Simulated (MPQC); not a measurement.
# SnH3O (SMILES [OH][SnH2]) at ROPBE50/3-21G

Aim: the vertical ionisation energy of SnH3O at ROPBE50/3-21G, from 2 runs. 

The calculation is run with MPQC 2.3.1.

4 further runs of the same task are left out: 1 that didn't finish, 3 set aside as unsound or not needed.

### 1 The structure to begin with

SnH3O: 5 atoms, total charge 0, spin state doublet. As SMILES, `[OH][SnH2]`. The shape is that of a PBE0-D4/def2-TZVP optimisation. This is one conformer, not always the lowest.

Bond lengths: O1–Sn2 1.976 Å, O1–H3 0.960 Å, Sn2–H4 1.735 Å, Sn2–H5 1.722 Å. Angles: O1–Sn2–H4 106.9°, O1–Sn2–H5 101.9°, Sn2–O1–H3 113.3°, H4–Sn2–H5 111.7°.

### 2 Energy and gradient at ROPBE50/3-21G

File input.in:

```
% H3OSn
molecule<Molecule>: (
  symmetry = c1
  unit = angstrom
  { atoms geometry } = {
    O  [ 0.707400      -0.732900       0.861900 ]
    Sn [ 0.104500       0.308800      -0.705500 ]
    H  [ 0.368600      -1.631300       0.873200 ]
    H  [ -1.606800       0.061300      -0.845900 ]
    H  [ 0.476300       1.920400      -0.224900 ]
  }
)
basis<GaussianBasisSet>: (
  name = "3-21G"
  molecule = $:molecule
  basisdir = "."
  puream = yes
)
mpqc: (
  checkpoint = no
  savestate = no
  restart = no
  do_energy = yes
  do_gradient = yes
  optimize = no
  mole<HSOSKS>: (
    molecule = $:molecule
    basis = $:basis
    total_charge = 0
    multiplicity = 2
    memory = 1000000000
    print_evals = yes
    maxiter = 80
    functional<SumDenFunctional>: (
      a0 = 0.5
      coefs = [ 0.5 1 ]
      funcs: [ <PBEXFunctional>: () <PBECFunctional>: () ]
    )
    integrator<RadialAngularIntegrator>: ( grid = xfine )
  )
)
```

The basis set 3-21G is read from a file made from the Basis Set Exchange's data (not shown).

Run with:

```console
$ mpqc input.in > input.out
```

Log:

```text
MPQC: Massively Parallel Quantum Chemistry
[...]
  HSOSSCF::init: total charge = 0
[...]
  WARNING: BeckeIntegrationWeight usually uses the atomic maximum
           probability radius, however this is not available for
[...]
  Integrated electron density error = -0.005792520095
  iter     1 energy = -6069.7326315033 delta = 3.79404e-01
[...]
  Integrated electron density error = 0.000000709820
  iter    19 energy = -6075.0893795247 delta = 9.45588e-08
  Integrated electron density error = 0.000000709821
  iter    20 energy = -6075.0893795247 delta = 3.62022e-08
  Integrated electron density error = 0.000000709822
  iter    21 energy = -6075.0893795247 delta = 1.48017e-08
[...]
  LUMO is    32   A =   0.036803
  total scf energy = -6075.0893795247
[...]
  Integrated electron density error = 0.000000708294
  Total Gradient:
[...]
Value of the MolecularEnergy: -6075.0893795247
  Gradient of the MolecularEnergy:
      1   -0.0001077700
      2   -0.0191262578
      3    0.0120317084
      4   -0.0072465272
      5    0.0059845385
      6   -0.0104444185
      7    0.0028159272
      8    0.0183725938
      9   -0.0043154416
     10    0.0046635265
     11   -0.0008996808
     12    0.0016874766
[...]
        symmetry = c1
[...]
        nbasis = 46
[...]
```

Run time: 36 s. Hardware: 1 thread of Intel Xeon Platinum 8488C (Sapphire Rapids), shared host; peak memory 0.1 GiB.

### 3 The singlet cation

Edit input.in of step 2 so:

```diff
@@ -25,7 +25,6 @@
   optimize = no
-  mole<HSOSKS>: (
+  mole<CLKS>: (
     molecule = $:molecule
     basis = $:basis
-    total_charge = 0
-    multiplicity = 2
+    total_charge = 1
     memory = 1000000000
```

The basis set 3-21G is read from a file made from the Basis Set Exchange's data (not shown).

Run with:

```console
$ mpqc input.in > input.out
```

Log:

```text
MPQC: Massively Parallel Quantum Chemistry
[...]
  CLSCF::init: total charge = 1
[...]
  nbasis = 46
[...]
  WARNING: BeckeIntegrationWeight usually uses the atomic maximum
           probability radius, however this is not available for
[...]
  Integrated electron density error = -0.005725981939
  iter     1 energy = -6066.9927930011 delta = 3.71033e-01
[...]
  Integrated electron density error = 0.000000823351
  iter    16 energy = -6074.7860519906 delta = 1.67969e-07
  Integrated electron density error = 0.000000823347
  iter    17 energy = -6074.7860519908 delta = 1.02118e-07
  Integrated electron density error = 0.000000823352
  iter    18 energy = -6074.7860519908 delta = 1.44839e-08
[...]
  LUMO is    31   A =  -0.353439
  total scf energy = -6074.7860519908
[...]
  Integrated electron density error = 0.000000818349
  Total Gradient:
[...]
Value of the MolecularEnergy: -6074.7860519908
  Gradient of the MolecularEnergy:
      1    0.0004001746
      2   -0.0294993213
      3    0.0460572597
      4    0.0141826307
      5   -0.0058983972
      6   -0.0660830982
      7    0.0030442549
      8    0.0263604946
      9   -0.0119818230
     10   -0.0058076545
     11    0.0079279956
     12    0.0172257247
[...]
        symmetry = c1
[...]
```

Wall time 23 s (1 thread of Intel Xeon Platinum 8488C (Sapphire Rapids), shared host); peak memory 0.097 GiB.

### 4 Results

Level: ROPBE50/3-21G.

```
                                          quantity           value
                       doublet SnH3O: total energy  -6075.08938 Eh
           doublet SnH3O: largest force on an atom      1.162 eV/Å
                      singlet cation: total energy  -6074.78605 Eh
                       singlet cation: HOMO energy       -16.25 eV
                       singlet cation: LUMO energy        -9.62 eV
                     singlet cation: HOMO–LUMO gap         6.63 eV
          singlet cation: largest force on an atom      3.489 eV/Å
vertical ionisation energy (to the singlet cation)        8.254 eV
```

The vertical ionisation energy comes to 8.25 eV (796 kJ/mol). The largest force (doublet SnH3O) is 1.16 eV/Å: the shape isn't a stationary point for this species at this level. Only the singlet of the ionised species was computed; a triplet could lie lower. Relativity is left out (doublet SnH3O) although the molecule holds a heavy atom. Relativity is left out (singlet cation) although the molecule holds a heavy atom.
